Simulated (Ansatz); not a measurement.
# Ti11SnO24: the cost of one run

Computed with Ansatz 0.2.0 (DFT, PBE, plane-wave PAW, default files, scalar-relativistic, as far as a step names no other, unless a step's input says otherwise).

### 1 The starting structure

It takes space group Pmmm (No. 47, orthorhombic). The conventional cell has a = 6.494 Å, b = 6.494 Å, c = 8.872 Å, α = 90.00°, β = 90.00°, γ = 90.00°. Around Sn (site symmetry mmm) lie 6 O at 1.95 to 1.98 Å. Ti (site symmetry mm2) has 6 O at 1.95 to 1.98 Å as nearest neighbours. Around Ti (site symmetry mmm) lie 6 O at 1.95 to 1.98 Å. Only part of the 16 independent sites is listed.

Structure file:

```
Sn Ti O
1.0
     4.59220    4.59220    0.00000
    -4.59220    4.59220    0.00000
     0.00000    0.00000    8.87220
Sn Ti O
1 11 24
Cartesian
  0.0000 0.0000 0.0000
  0.0000 0.0000 2.9574
  0.0000 0.0000 5.9148
  0.0000 4.5922 0.0000
  0.0000 4.5922 2.9574
  0.0000 4.5922 5.9148
  2.2961 2.2961 1.4787
  2.2961 2.2961 4.4361
  2.2961 2.2961 7.3935
  -2.2961 2.2961 1.4787
  -2.2961 2.2961 4.4361
  -2.2961 2.2961 7.3935
  1.4004 1.4004 0.0000
  1.4004 1.4004 2.9574
  1.4004 1.4004 5.9148
  1.4004 5.9926 0.0000
  1.4004 5.9926 2.9574
  1.4004 5.9926 5.9148
  0.8957 3.6965 1.4787
  0.8957 3.6965 4.4361
  0.8957 3.6965 7.3935
  -3.6965 3.6965 1.4787
  -3.6965 3.6965 4.4361
  -3.6965 3.6965 7.3935
  3.1918 3.1918 0.0000
  3.1918 3.1918 2.9574
  3.1918 3.1918 5.9148
  -1.4004 3.1918 0.0000
  -1.4004 3.1918 2.9574
  -1.4004 3.1918 5.9148
  -0.8957 5.4879 1.4787
  -0.8957 5.4879 4.4361
  -0.8957 5.4879 7.3935
  -0.8957 0.8957 1.4787
  -0.8957 0.8957 4.4361
  -0.8957 0.8957 7.3935
```

Atom 1 of the input is the impurity.

### 2 Single point at the given positions

The input, input.yaml:

```yaml
crystal:
  lattice:
    - [4.5922, 4.5922, 0.0]
    - [-4.5922, 4.5922, 0.0]
    - [0.0, 0.0, 8.8722]
  atoms:
    - { symbol: Sn, position: [0.0, 0.0, 0.0] }
    - { symbol: Ti, position: [0.0, 0.0, 0.3333333333] }
    - { symbol: Ti, position: [0.0, 0.0, 0.6666666667] }
    - { symbol: Ti, position: [0.5, 0.5, 0.0] }
    - { symbol: Ti, position: [0.5, 0.5, 0.3333333333] }
    - { symbol: Ti, position: [0.5, 0.5, 0.6666666667] }
    - { symbol: Ti, position: [0.5, 0.0, 0.1666666667] }
    - { symbol: Ti, position: [0.5, 0.0, 0.5] }
    - { symbol: Ti, position: [0.5, 0.0, 0.8333333333] }
    - { symbol: Ti, position: [0.0, 0.5, 0.1666666667] }
    - { symbol: Ti, position: [0.0, 0.5, 0.5] }
    - { symbol: Ti, position: [0.0, 0.5, 0.8333333333] }
    - { symbol: O, position: [0.30496, 0.0, 0.0] }
    - { symbol: O, position: [0.30496, 0.0, 0.3333333333] }
    - { symbol: O, position: [0.30496, 0.0, 0.6666666667] }
    - { symbol: O, position: [0.80496, 0.5, 0.0] }
    - { symbol: O, position: [0.80496, 0.5, 0.3333333333] }
    - { symbol: O, position: [0.80496, 0.5, 0.6666666667] }
    - { symbol: O, position: [0.5, 0.30496, 0.1666666667] }
    - { symbol: O, position: [0.5, 0.30496, 0.5] }
    - { symbol: O, position: [0.5, 0.30496, 0.8333333333] }
    - { symbol: O, position: [0.0, 0.80496, 0.1666666667] }
    - { symbol: O, position: [0.0, 0.80496, 0.5] }
    - { symbol: O, position: [0.0, 0.80496, 0.8333333333] }
    - { symbol: O, position: [0.69504, 0.0, 0.0] }
    - { symbol: O, position: [0.69504, 0.0, 0.3333333333] }
    - { symbol: O, position: [0.69504, 0.0, 0.6666666667] }
    - { symbol: O, position: [0.19504, 0.5, 0.0] }
    - { symbol: O, position: [0.19504, 0.5, 0.3333333333] }
    - { symbol: O, position: [0.19504, 0.5, 0.6666666667] }
    - { symbol: O, position: [0.5, 0.69504, 0.1666666667] }
    - { symbol: O, position: [0.5, 0.69504, 0.5] }
    - { symbol: O, position: [0.5, 0.69504, 0.8333333333] }
    - { symbol: O, position: [0.0, 0.19504, 0.1666666667] }
    - { symbol: O, position: [0.0, 0.19504, 0.5] }
    - { symbol: O, position: [0.0, 0.19504, 0.8333333333] }
kpoints:
  mp_grid: { grid: [3, 3, 2] }
scf:
  occupations: { method: fermi_dirac, width: 0.01 }
hamiltonian:
  xc: pbe
  pseudopotentials: { kind: paw }
output:
  forces: true
  stress: true
  populations: true
  efg:
    quadrupole_moments_barn: { Sn: -0.132, Ti: 0.247, O: -0.02558 }
    contact_densities: true
```

On the command line:

```sh
$ ansatz run input.yaml --threads 1 --pin off --max-ram 3072MiB --backend cpu --events-out ev --progress --plain --runs-dir out
```

**Question.** How long does this run take on 1 thread of Arm Neoverse V1, shared host, and how much memory does it need?

About 82 s, with a peak of 1 GiB.
